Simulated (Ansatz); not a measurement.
ClGaH2, SMILES [Cl][GaH2]: a test of scalar relativity, run with Ansatz 0.2.0, Python API.

Contents of `clgah2.xyz`:
```text
4

Cl   -1.69310    0.40950   -0.78470
Ga    0.27020   -0.04550    0.09840
H     0.48400   -1.39430   -0.13010
H     0.99450    0.97010    0.79610
```

The script, `run_x2c.py`:
```python
"""Scalar relativity in ClGaH2."""

from dataclasses import dataclass
import warnings

import ansatz as az
import numpy as np


@dataclass(frozen=True)
class Options:
    functional: str = "B3LYP"


cfg = Options()

warnings.simplefilter("ignore", az.DeckWarning)

geometry = az.Crystal.molecule_from_extxyz("clgah2.xyz")

setup = geometry.calculation().functional(cfg.functional).forces()
# a set contracted for a scalar-relativistic Hamiltonian goes with the relativistic run
sets = {"none": "cc-pVTZ", "scalar": "cc-pVTZ-DK"}
found = {kind: setup.basis(gaussian=basis).pseudopotentials(relativity=kind).run(threads=1).report for kind, basis in sets.items()}
for kind, each in found.items():
    dipole = 4.803205 * np.linalg.norm(each["charge_distribution"]["dipole_moment_e_ang"])
    print(f"{kind:7s} E = {each['free_energy_ev']:.4f} eV  dipole {dipole:.3f} D  largest force component {np.abs(each['forces_ev_ang']).max():.4f} eV/A")
print(f"relativity lowers the total energy by {found['none']['free_energy_ev'] - found['scalar']['free_energy_ev']:.3f} eV")
```

What does scalar relativity change in the total energy and in the dipole?

The total moves by -555.5 eV, nearly all in the cores, and the dipole from 2.58 to 2.62 D.

What the script printed:

Running `python run_x2c.py` prints:
```text
none    E = -64937.3248 eV  dipole 2.581 D  largest force component 3.5610 eV/A
scalar  E = -65492.7864 eV  dipole 2.617 D  largest force component 3.3186 eV/A
relativity lowers the total energy by 555.462 eV
```

What to keep in mind:
- Total energies depend on the basis set; only differences at equal settings carry meaning.
- The geometry is a force-field or estimated start, not a minimum of this method. The basis set changes with the Hamiltonian (a set recontracted for scalar relativity), and most of the change in the total lies in the cores.
- b3lyp holds the VWN-RPA fit, as in Gaussian; the form of ORCA and Turbomole is b3lyp5.
- Finished in 6.8 s on 1 thread of Arm Neoverse V1 (shared host), peak memory 0.26 GiB.
